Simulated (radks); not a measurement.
# Cu²⁺ in [Ar] 3d9: an all-electron calculation

An exercise on one series of results from a longer session: the logs are not shown, and one member is left open.

Program: radks (a radial shooting solver on a logarithmic mesh, Libxc functionals) version 1. Level of theory: non-relativistic Kohn-Sham, PBE, spin-polarised, spherical densities, point nucleus; open shells are filled with parallel spins first. These are calculated values, not measurements, unless marked.

### What is computed

* element: copper (Z = 29)
* charge: +2
* electrons: 27
* configuration: [Ar] 3d9

The outer shells:

Cu²⁺
```
[Ar] core
3d [↑↓][↑↓][↑↓][↑↓][↑ ]
```

The first run:

The run's settings:

```text
Z 29
configuration [Ar] 3d9
relativity non-relativistic
functional pbe,pbe
spin polarised
nucleus point
```

Among the steps run: Self-consistent calculation.

One of the session's tables, all rows but one given; the rest of the session is left out.

It belongs to the step «Shells». Radial moments (bohr):

```
  level      <r>  outermost maximum (interpolated)  90 % within  nodes
1s down  0.05290                            0.0349       0.0942      0
  1s up  0.05290                            0.0349       0.0942      0
  2s up   0.2387                             0.200        0.369      1
2s down   0.2386                             0.200        0.369      1
  2p up   0.2078                             0.160        0.339      0
2p down   0.2078                             0.160        0.339      0
  3s up   0.7198                             0.621         1.08      2
3s down   0.7205                             0.622         1.08      2
  3p up   0.7488                             0.622         1.16      1
3p down   0.7500                             0.623         1.16      1
  3d up   0.9131                             0.595         1.58      0
3d down        ?                                 ?            ?      ?
```

**Question.** Estimate the row for 3d down.

**Answer.** <r>: 0.9232; outermost maximum (interpolated): 0.597; 90 % within: 1.61; nodes: 0. In the column «<r>» it is the highest.

Caveats from the session: Open shells are spherical and high-spin; term and fine-structure splittings are not resolved.
